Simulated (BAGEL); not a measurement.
# [BH2Br2]− (SMILES Br[BH2-]Br): HF/STO-3G (density fitting with qzvpp-jkfit)

Aim: the vertical ionisation energy of [BH2Br2]− at HF/STO-3G (density fitting with qzvpp-jkfit), from 2 runs. 

The results are computed with BAGEL 1.2.2.

2 further runs of the same task are left out: 2 set aside as unsound or not needed.

**1. The molecule**

The species is [BH2Br2]− (5 atoms), meant as a singlet with charge -1. SMILES: `Br[BH2-]Br`. Geometry: relaxed at GFN2-xTB.

Bond lengths: Br1–B2 2.020 Å, B2–Br3 2.020 Å, B2–H4 1.201 Å, B2–H5 1.201 Å. Angles: Br1–B2–Br3 110.7°, Br1–B2–H4 108.2°, Br1–B2–H5 108.3°, Br3–B2–H4 108.2°, Br3–B2–H5 108.2°, H4–B2–H5 113.2°.

**2. The energy at HF/STO-3G (density fitting with qzvpp-jkfit)**

File job.json:

```json
{ "bagel": [

{
  "title": "molecule",
  "basis": "sto-3g",
  "df_basis": "qzvpp-jkfit",
  "angstrom": true,
  "geometry": [
    { "atom": "Br", "xyz": [      -1.618380,      -0.257020,       0.992490 ] },
    { "atom": "B", "xyz": [       0.005190,       0.130490,      -0.145410 ] },
    { "atom": "Br", "xyz": [       1.566920,      -1.016280,       0.427240 ] },
    { "atom": "H", "xyz": [      -0.261480,      -0.139250,      -1.284780 ] },
    { "atom": "H", "xyz": [       0.307750,       1.282070,       0.010460 ] }
  ]
},

{
  "title": "hf",
  "charge": -1
},

{
  "title": "print",
  "file": "orbitals.molden",
  "orbitals": true
}

]}
```

On the command line:

```bash
$ BAGEL_NUM_THREADS=1 BAGEL job.json > job.out
```

Output:

```text
* using 1 threads per process

  ===============================================================
  ===============================================================

  *** Geometry ***

  { "atom" : "Br", "xyz" : [     -3.058295,     -0.485697,      1.875534 ] },
  { "atom" : "B", "xyz" : [      0.009808,      0.246590,     -0.274785 ] },
  { "atom" : "Br", "xyz" : [      2.961050,     -1.920491,      0.807367 ] },
  { "atom" : "H", "xyz" : [     -0.494126,     -0.263144,     -2.427882 ] },
  { "atom" : "H", "xyz" : [      0.581563,      2.422761,      0.019767 ] },

  Number of auxiliary basis functions:      643

  Since a DF basis is specified, we compute 2- and 3-index integrals:
    o Being stored without compression. Storage requirement is 0.010 GB

  Number of basis functions:       43
  Number of electrons      :       77

    * METHOD: MOLECULE                             0.28

  *** RHF ***

  === Nuclear Repulsion ===
   319.3440486071

      * DIIS with orbital gradients will be used.

  === RHF iteration (sto-3g) ===
      0      -5114.84763012          0.00670600           0.07
      1      -5114.88538841          0.00160660           0.07
      2      -5114.88756642          0.00043423           0.06
      3      -5114.88776198          0.00002843           0.07
      4      -5114.88776285          0.00000422           0.07
      5      -5114.88776288          0.00000050           0.07
      6      -5114.88776288          0.00000006           0.06
      7      -5114.88776288          0.00000001           0.07
    * SCF iteration converged.

    * Permanent dipole moment:
           (    0.014953,     0.359224,    -0.400792) a.u.

    * METHOD: HF                                   0.67

    * METHOD: PRINT                                0.00

  ===============================================================
```

It took 1.1 s on 1 thread of Arm Neoverse V2, shared host; peak memory 0.099 GiB.

**3. Doublet neutral BH2Br2, same level**

File input.json:

```json
{ "bagel" : [

{
  "title" : "molecule",
  "basis" : "sto-3g",
  "df_basis" : "qzvpp-jkfit",
  "angstrom" : true,
  "geometry" : [
    { "atom" : "Br", "xyz" : [      -1.618380,      -0.257020,       0.992490 ] },
    { "atom" : "B", "xyz" : [       0.005190,       0.130490,      -0.145410 ] },
    { "atom" : "Br", "xyz" : [       1.566920,      -1.016280,       0.427240 ] },
    { "atom" : "H", "xyz" : [      -0.261480,      -0.139250,      -1.284780 ] },
    { "atom" : "H", "xyz" : [       0.307750,       1.282070,       0.010460 ] }
  ]
},

{
  "title" : "uhf",
  "nopen" : 1
},

{
  "title" : "print",
  "file" : "orbitals.molden",
  "orbitals" : true
}

]}
```

On the command line:

```bash
$ BAGEL_NUM_THREADS=1 BAGEL input.json > input.out
```

Output:

```text
* using 1 threads per process

  ===============================================================
  ===============================================================

  *** Geometry ***

  { "atom" : "Br", "xyz" : [     -3.058295,     -0.485697,      1.875534 ] },
  { "atom" : "B", "xyz" : [      0.009808,      0.246590,     -0.274785 ] },
  { "atom" : "Br", "xyz" : [      2.961050,     -1.920491,      0.807367 ] },
  { "atom" : "H", "xyz" : [     -0.494126,     -0.263144,     -2.427882 ] },
  { "atom" : "H", "xyz" : [      0.581563,      2.422761,      0.019767 ] },

  Number of auxiliary basis functions:      643

  Since a DF basis is specified, we compute 2- and 3-index integrals:
    o Being stored without compression. Storage requirement is 0.010 GB

  Number of basis functions:       43
  Number of electrons      :       77

    * METHOD: MOLECULE                             0.28

  *** Open-shell HF ***

  === Nuclear Repulsion ===
   319.3440486071

      * DIIS with orbital gradients will be used.

  === UHF iteration (sto-3g) ===
      0      -5114.74023508          0.01895301           0.12
      1      -5114.81842236          0.00747368           0.12
      2      -5114.82903832          0.00238406           0.12
      3      -5114.83112299          0.00123514           0.12
      4      -5114.83254132          0.00045760           0.12
      5      -5114.83279591          0.00005077           0.12
      6      -5114.83280791          0.00001136           0.12
      7      -5114.83280950          0.00000800           0.13
      8      -5114.83281013          0.00000833           0.12
      9      -5114.83280992          0.00000761           0.12
     10      -5114.83281005          0.00000511           0.12
     11      -5114.83281009          0.00000076           0.12
     12      -5114.83281010          0.00000023           0.12
     13      -5114.83281010          0.00000020           0.12
     14      -5114.83281010          0.00000019           0.12
     15      -5114.83281011          0.00000019           0.12
     16      -5114.83281010          0.00000019           0.12
     17      -5114.83281010          0.00000017           0.12
     18      -5114.83281010          0.00000017           0.12
     19      -5114.83281010          0.00000015           0.12
     20      -5114.83281010          0.00000014           0.12
     21      -5114.83281010          0.00000014           0.12
     22      -5114.83281010          0.00000014           0.12
     23      -5114.83281010          0.00000014           0.13
     24      -5114.83281010          0.00000012           0.13
     25      -5114.83281010          0.00000010           0.13
     26      -5114.83281010          0.00000010           0.12
     27      -5114.83281010          0.00000010           0.12
     28      -5114.83281010          0.00000009           0.13
     29      -5114.83281010          0.00000009           0.13
     30      -5114.83281010          0.00000009           0.13
     31      -5114.83281010          0.00000009           0.13
     32      -5114.83281010          0.00000009           0.13
     33      -5114.83281010          0.00000009           0.13
     34      -5114.83281010          0.00000008           0.12
     35      -5114.83281010          0.00000006           0.12
     36      -5114.83281010          0.00000004           0.12
     37      -5114.83281010          0.00000004           0.12
     38      -5114.83281010          0.00000003           0.12
     39      -5114.83281010          0.00000002           0.13
     40      -5114.83281010          0.00000002           0.12
     41      -5114.83281010          0.00000002           0.13
     42      -5114.83281010          0.00000002           0.12
     43      -5114.83281010          0.00000002           0.12
     44      -5114.83281010          0.00000002           0.13
     45      -5114.83281010          0.00000002           0.12
     46      -5114.83281010          0.00000002           0.13
     47      -5114.83281010          0.00000002           0.13
     48      -5114.83281010          0.00000002           0.13
     49      -5114.83281010          0.00000002           0.12
     50      -5114.83281010          0.00000001           0.12
     51      -5114.83281010          0.00000001           0.13
     52      -5114.83281010          0.00000001           0.13
     53      -5114.83281010          0.00000001           0.13
     54      -5114.83281010          0.00000001           0.12
     55      -5114.83281010          0.00000001           0.12
    * SCF iteration converged.

    * S^2 (UHF) is 0.7539

    * Permanent dipole moment:
           (    0.005328,     0.087467,    -0.098196) a.u.

    * METHOD: UHF                                  7.09

    * METHOD: PRINT                                0.00

  ===============================================================
```

It took 7.8 s on 1 thread of Arm Neoverse V2, shared host; peak memory 0.1 GiB.

**4. Results**

At HF/STO-3G (density fitting with qzvpp-jkfit):

```
                                                                quantity           value
                                         singlet [BH2Br2]−: total energy  -5114.88776 Eh
                                          singlet [BH2Br2]−: HOMO energy        -1.58 eV
                                          singlet [BH2Br2]−: LUMO energy        18.51 eV
singlet [BH2Br2]−: HOMO–LUMO gap (to an unbound level, set by the basis)        20.09 eV
                                    doublet neutral BH2Br2: total energy  -5114.83281 Eh
                                   doublet neutral BH2Br2: dipole moment          0.33 D
                                            doublet neutral BH2Br2: ⟨S²⟩           0.754
                     vertical detachment energy (to the doublet neutral)        1.495 eV
```

**Reading.** The vertical ionisation energy comes to 1.50 eV (34 kcal/mol). −ε(HOMO) before ionisation, 1.58 eV, is 0.09 eV above this ionisation energy. In a minimal basis such a difference can be off by several eV, whatever the method.
